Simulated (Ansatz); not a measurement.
# Si4NH11: one species, many methods

Aim: compute Si4NH11 with functionals from several rungs and with coupled cluster. The yardstick is the atomisation energy at the CCSD(T) limit.

Program: Ansatz 0.2.0, Gaussian basis. Level of theory: functionals in def2-TZVPP, the program's frozen cores in correlated methods. These are calculated values, not measurements.

Plan: LDA (SPW92), PBE-D4, revPBE-D4, BLYP-D4, r2SCAN-D4, B97M-V, PBE0-D4, B3LYP-D4, r2SCANh-D4, r2SCAN0-D4, HSE06-D4, BHLYP-D4, CAM-B3LYP-D4, LC-ωPBE, ωB97X-V, ωB97M-V, B2PLYP, PBE-QIDH; CCSD(T)/def2-SVP; CCSD(T)/def2-TZVPP; MP2/def2-QZVPP; extrapolation to the limit; RPA on PBE.

## Step 1: The relaxed structure

All runs share one geometry, relaxed beforehand with PBE0-D4 in a triple-zeta def2 set.

SMILES `[SiH3][SiH2]N[SiH2][SiH3]`, 16 atoms, charge 0, spin multiplicity 1.

Atoms are counted from 1 here; the program's logs count them from 0.

Bond lengths: Si1–Si2 2.343 Å, Si1–H6 1.488 Å, Si1–H7 1.491 Å, Si1–H8 1.488 Å, Si2–N3 1.729 Å, Si2–H9 1.493 Å, Si2–H10 1.488 Å, N3–Si4 1.732 Å, N3–H11 1.011 Å, Si4–Si5 2.342 Å, Si4–H12 1.494 Å, Si4–H13 1.491 Å, Si5–H14 1.487 Å, Si5–H15 1.490 Å, Si5–H16 1.487 Å. Angles: Si2–Si1–H6 110.7°, Si2–Si1–H7 109.7°, Si2–Si1–H8 110.9°, H6–Si1–H7 108.2°, H6–Si1–H8 109.0°, H7–Si1–H8 108.3°, Si1–Si2–N3 110.5°, Si1–Si2–H9 108.8°, Si1–Si2–H10 110.4°, N3–Si2–H9 113.0°, N3–Si2–H10 106.8°, H9–Si2–H10 107.2°, Si2–N3–Si4 129.3°, Si2–N3–H11 115.4°, Si4–N3–H11 115.0°, N3–Si4–Si5 111.6°, N3–Si4–H12 112.1°, N3–Si4–H13 109.5° and more.

## Step 2: LDA

This LDA is Slater exchange with PW92 correlation.

File in.yaml:

```yaml
crystal:
  periodic: [false, false, false]
  atoms:
    - {symbol: Si, position_ang: [-1.171720, -2.839920, -0.413067]}
    - {symbol: Si, position_ang: [0.341900, -1.219397, 0.342750]}
    - {symbol: N, position_ang: [0.687009, -0.081289, -0.912220]}
    - {symbol: Si, position_ang: [0.832827, 1.642223, -0.820340]}
    - {symbol: Si, position_ang: [-0.062967, 2.478091, 1.175228]}
    - {symbol: H, position_ang: [-2.488641, -2.223918, -0.729460]}
    - {symbol: H, position_ang: [-0.646366, -3.476653, -1.654351]}
    - {symbol: H, position_ang: [-1.368051, -3.902764, 0.610281]}
    - {symbol: H, position_ang: [1.562942, -1.905470, 0.861187]}
    - {symbol: H, position_ang: [-0.243589, -0.449594, 1.474137]}
    - {symbol: H, position_ang: [0.923711, -0.482764, -1.809725]}
    - {symbol: H, position_ang: [2.253676, 2.092221, -0.919039]}
    - {symbol: H, position_ang: [0.119412, 2.265155, -1.972256]}
    - {symbol: H, position_ang: [0.708037, 2.029400, 2.365090]}
    - {symbol: H, position_ang: [0.016876, 3.963753, 1.099110]}
    - {symbol: H, position_ang: [-1.487956, 2.088326, 1.347075]}
basis:
  gaussian: {orbitals: def2-TZVPP}
hamiltonian: {xc: lda}
output: {orbitals: {seedname: orbitals}}
```

On the command line:

```sh
$ ansatz run in.yaml --threads 2 --pin off --events-out ev --progress --plain --max-ram 32768MiB --backend cuda --devices 0, --max-vram 18GiB
```

After this run come: PBE-D4 (GGA); revPBE-D4 (GGA); BLYP-D4 (GGA); r2SCAN-D4 (meta-GGA); B97M-V (meta-GGA); B3LYP-D4 (hybrid); r2SCANh-D4 (hybrid); r2SCAN0-D4 (hybrid); HSE06-D4 (hybrid); BHLYP-D4 (hybrid); CAM-B3LYP-D4 (range-separated); LC-ωPBE (range-separated); ωB97X-V (range-separated); ωB97M-V (range-separated); B2PLYP (double hybrid); PBE-QIDH (double hybrid); CCSD(T) in def2-SVP; CCSD(T) in def2-TZVPP; MP2 in def2-QZVPP; RPA on PBE orbitals.

Before running them: what should the planned runs give, taken together? Wanted: atomisation energy, CCSD(T)/CBS; farthest beyond LDA; mean size of error, GGA; mean size of error, meta-GGA; mean size of error, hybrid; mean size of error, range-separated; mean size of error, double hybrid; gap, smallest and largest; T1 diagnostic.

**Answer**, as computed:

| quantity | value |
| --- | --- |
| atomisation energy, CCSD(T)/CBS | 4869.3 kJ/mol |
| functionals within 24.3 kJ/mol (0.5 %) | B97M-V, B3LYP-D4, CAM-B3LYP-D4, ωB97M-V |
| farthest beyond LDA | revPBE-D4 (-123.3 kJ/mol) |
| mean size of error, GGA | 80.3 kJ/mol |
| mean size of error, meta-GGA | 21.4 kJ/mol |
| mean size of error, hybrid | 48.1 kJ/mol |
| mean size of error, range-separated | 35.9 kJ/mol |
| mean size of error, double hybrid | 86.1 kJ/mol |
| gap, smallest and largest | 4.49 eV (LDA (SPW92)), 11.44 eV (LC-ωPBE) |
| T1 diagnostic | 0.0127 |
| triples share of the correlation energy | 3.5 % |

**Reading.** The LDA atomisation energy is off by 487.9 kJ/mol (10 %): it overbinds. PBE-D4 is off by -60.2 kJ/mol. Double hybrids carry the basis error of their MP2 part in triple zeta, and no dispersion term here, so their miss is partly the set-up's. By mean error the best rung here is meta-GGA (21.4 kJ/mol) and the worst beyond LDA is double hybrid (86.1 kJ/mol). GGA functionals lie within the reference's doubt of that worst mean (80.3 kJ/mol), so those two tie. The reference freezes the cores and leaves out relativity and excitations past (T), so misses under about 24.3 kJ/mol can't be ranked. Hartree-Fock recovers 75 % of the binding; the rest is correlation. CCSD(T) in def2-SVP is off by -368.8 kJ/mol, so the small basis spoils what the method gains. Orbital gaps span 4.5 to 11.4 eV; exact exchange widens them.
